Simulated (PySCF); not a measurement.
# C6H11NS: the cost of one run

Programs: PySCF 2.14.0, with routines of our own; each step states its level. All values are computed. Atoms count from 0.

### Step 1. The starting structure

19 atoms, charge 0, multiplicity 1; geometry from: GFN2-xTB.

### Step 2. Magnetic properties: GIAO KT3/pcSseg-1

The job: settings as JSON, then the geometry in Å.

```
{"job": {"kind": "mag", "xc": "KT3", "basis": "pcSseg-1", "isotopologues": 2}, "charge": 0, "multiplicity": 1}
C      2.589668     0.263871     0.494222
C      1.470681    -0.420146    -0.280559
C      0.091757     0.151025     0.035469
S     -0.033259     1.910592    -0.524723
C     -1.019841    -0.638149    -0.651816
C     -2.415587    -0.194604    -0.194729
C     -2.599896    -0.443309     1.211655
N     -2.720201    -0.646140     2.330393
H      2.402893     0.206986     1.564904
H      3.539238    -0.221858     0.286012
H      2.675042     1.309735     0.208407
H      1.460454    -1.484144    -0.030007
H      1.656681    -0.328536    -1.352950
H     -0.076052     0.160490     1.115622
H      0.525366     2.448902     0.552994
H     -0.884928    -1.699950    -0.429685
H     -0.941909    -0.503522    -1.733140
H     -2.543992     0.876336    -0.378562
H     -3.185916    -0.738327    -0.747722
```

Method: GIAO KT3/pcSseg-1 magnetisability, rotational g tensor and spin-rotation constants, non-relativistic, gas phase.

Command:

```bash
$ OMP_NUM_THREADS=1 python excited_run.py task.json out
```

The driver reads the jobs from task.json and runs them one after another.

**Question.** How long does this first job take on 1 thread of Arm Neoverse V1, shared host, and how much memory does it need?

About 60 s, with a peak of 0.72 GiB.
